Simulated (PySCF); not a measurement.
# AsI: from the state search to spectroscopic constants

An exercise on one series of results from a longer session: the logs are not shown, and one member is left open.

Computed with PySCF 2.14.0. Level: As cc-pVDZ-PP with ECP10, I cc-pVDZ-PP with ECP28, scalar-relativistic core potentials.

The first run:

The job is set up so:

| Item | Value |
| --- | --- |
| atoms | As, I |
| charge | 0 |
| basis | As cc-pVDZ-PP with ECP10, I cc-pVDZ-PP with ECP28 |
| Hamiltonian | scalar-relativistic core potentials |
| basis functions | 46 |
| electrons treated | 48 |
| masses in u | 74.9216, 126.9045 |
| levels | PBE0, PBE, r²SCAN, r²SCAN0, r²SCANh, PW91, CAM-B3LYP, HF, MP2, SCS-MP2, CCSD, CCSD(T) |
| grid | 80 radial by 434 angular points |
| occupations | held fixed by the projection of orbital angular momentum |
| dissociation limit | As + I, each in its ground configuration |
| starting distance in angstrom | 2.485 |
| values of 2S to try | 0, 2, 4 |

On the command line:

```sh
$ OMP_NUM_THREADS=1 python dia.py task.json out
```

Steps of the session up to this table: Input; PBE0 along the bond; Excited determinants; PBE (GGA); r²SCAN (meta-GGA); r²SCAN0 (hybrid meta-GGA); r²SCANh (hybrid meta-GGA); PW91 (GGA); CAM-B3LYP; UHF; Adding correlation.

One of the session's tables, all rows but one given; the rest of the session is left out.

Energy (eV) from each level's lowest point:

| R (Å) | UHF | UHF-MP2 | UHF-SCS-MP2 | UHF-CCSD | UHF-CCSD(T) |
| --- | --- | --- | --- | --- | --- |
| 2.166 | 1.338 | 1.247 | 1.295 | n/a | n/a |
| 2.266 | 0.623 | 0.560 | 0.595 | 0.607 | 0.613 |
| 2.367 | ? | ? | ? | ? | ? |
| 2.442 | 0.065 | 0.047 | 0.057 | 0.061 | 0.063 |
| 2.518 | 0.000 | 0.000 | 0.000 | 0.000 | 0.000 |
| 2.594 | 0.003 | 0.020 | 0.011 | 0.005 | 0.003 |
| 2.694 | 0.079 | 0.125 | 0.106 | 0.085 | 0.081 |
| 2.820 | 0.235 | 0.371 | 0.345 | 0.257 | 0.253 |
| 2.971 | 0.415 | 0.749 | 0.723 | 0.519 | 0.516 |
| 3.173 | 0.578 | 1.133 | 1.098 | n/a | n/a |

**Question.** Estimate the row for R (Å) = 2.367.

Worked estimate for «UHF». A straight line through the neighbours (2.266, 0.623) and (2.442, 0.065) gives 0.623 + (0.065 − 0.623) × (2.367 − 2.266) / (2.442 − 2.266) = 0.303; a parabola fitted to 4 rows on both sides gives 0.204.

The run gave: UHF: 0.221; UHF-MP2: 0.185; UHF-SCS-MP2: 0.205; UHF-CCSD: 0.213; UHF-CCSD(T): 0.216. In «UHF» the line misses by +0.082 and the parabola by -0.017.

State 3 has its PBE0 minimum 1.26 eV higher. The other levels ran on the lowest alone.
